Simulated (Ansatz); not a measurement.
**BeMgH (doublet): from Hartree-Fock to the top rungs at distance Mg2–H3 = 5.807 Å, cc-pVDZ**

How much of the correlation energy of BeMgH (doublet) does each wave-function method recover here?

Method: cc-pVDZ, core rule «outside noble gas», up to 6 orbitals frozen; program: Ansatz 0.2.0, Gaussian basis.

The runs, in order: UHF; CCSD(T) on ROHF; CCSD(T) on UHF; BCCD(T) on ROHF; CISD; CCSDT(Q) on ROHF; CCSDT(Q) on UHF; CASSCF and MRCISD+Q, 3 electrons in 3 orbitals; CASSCF and NEVPT2, 3 electrons in 3 orbitals; CASSCF and MRCISD+Q, 5 electrons in 9 orbitals; CASSCF and NEVPT2, 5 electrons in 9 orbitals; Full CI.

33 further runs of the same task are left out: 12 for a known fault of the program, 14 that didn't finish, 7 set aside as unsound or not needed.

## Step 1: The geometry

The geometry derives from a PBE0/def2-TZVP stationary point (not a proven minimum). One bond is set to the value named and the two fragments are kept rigid.

3 atoms, charge 0, spin multiplicity 2.

Atoms are counted from 1 here; the program's logs count them from 0.

No contacts short enough for the rule that draws bonds.

## Step 2: UHF

File in.yaml:

```yaml
crystal:
  periodic: [false, false, false]
  atoms:
    - {symbol: Be, position_ang: [0.000000, 0.000000, -3.658809]}
    - {symbol: Mg, position_ang: [0.000000, 0.000000, -1.074095]}
    - {symbol: H, position_ang: [0.000000, 0.000000, 4.732905]}
basis:
  gaussian: {orbitals: cc-pVDZ}
magnetization: {spin_polarized: true, initial_magnetization: 1}
hamiltonian: {xc: hf}
output: {orbitals: {seedname: orbitals}}
```

The run is started by

```
> ansatz run in.yaml --threads 1 --pin off --events-out ev --progress --plain --max-ram 2393MiB
```

Further steps of the session: CCSD(T) on ROHF; CCSD(T) on UHF; BCCD(T) on ROHF; CISD; CCSDT(Q) on ROHF; CCSDT(Q) on UHF; CASSCF and MRCISD+Q, 3 electrons in 3 orbitals; CASSCF and NEVPT2, 3 electrons in 3 orbitals; CASSCF and MRCISD+Q, 5 electrons in 9 orbitals; CASSCF and NEVPT2, 5 electrons in 9 orbitals; Full CI.

**Question.** What will the summary of the whole plan be? Wanted: FCI from the RHF energy; RMP2 from FCI; UMP2 from FCI; RCCSD from FCI; RCCSD(T) from FCI; UCCSD(T) from FCI; RCCSDT(Q) from FCI; UCCSDT(Q) from FCI; NEVPT2 pair from FCI.

**Answer**, as computed:

| quantity | value |
| --- | --- |
| FCI from the ROHF energy | -2.4491 eV |
| RMP2 from FCI | +890.9 meV |
| UMP2 from FCI | +1072.5 meV |
| RCCSD from FCI | +102.8 meV |
| RCCSD(T) from FCI | +28.6 meV |
| UCCSD(T) from FCI | +67.6 meV |
| RCCSDT(Q) from FCI | +2.4 meV |
| UCCSDT(Q) from FCI | +3.2 meV |
| NEVPT2 pair from FCI | +688.1 meV |
| MRCISD+Q pair from FCI | -46.1 meV |
| NEVPT2 valence from FCI | +124.7 meV |
| levels within 1 kcal/mol (43 meV) | RCCSD(T), BCCD(T), RCCSDT, UCCSDT, RCCSDT(Q), UCCSDT(Q), MRCISD valence, MRCISD+Q valence |
| T1 diagnostic | 0.023 |
| effectively unpaired electrons | 1.37 |

RCCSD(T) misses by +28.6 meV, 1.2 % of the correlation energy. CCSD(T) misses by +28.6 meV on the restricted determinant and by +67.6 meV on the unrestricted one; the two need not hold the same state or core. MRCISD+Q pair falls below full CI: the +Q correction isn't variational, and the cores differ from full CI's. The occupations show some static correlation. Of the multireference levels listed MRCISD+Q valence comes nearest in total energy (+11.8 meV), which doesn't show that its space is the better one. These misses are within one basis, not against nature; the frozen cores of restricted and unrestricted runs differ, which can shift their rows.

Levels on UHF freeze UHF's core orbitals, full CI those of ROHF, so the U rows can settle a little off it for that reason alone.

With open shells the CI space here admits some triples and quadruples, so it is larger than plain CISD.
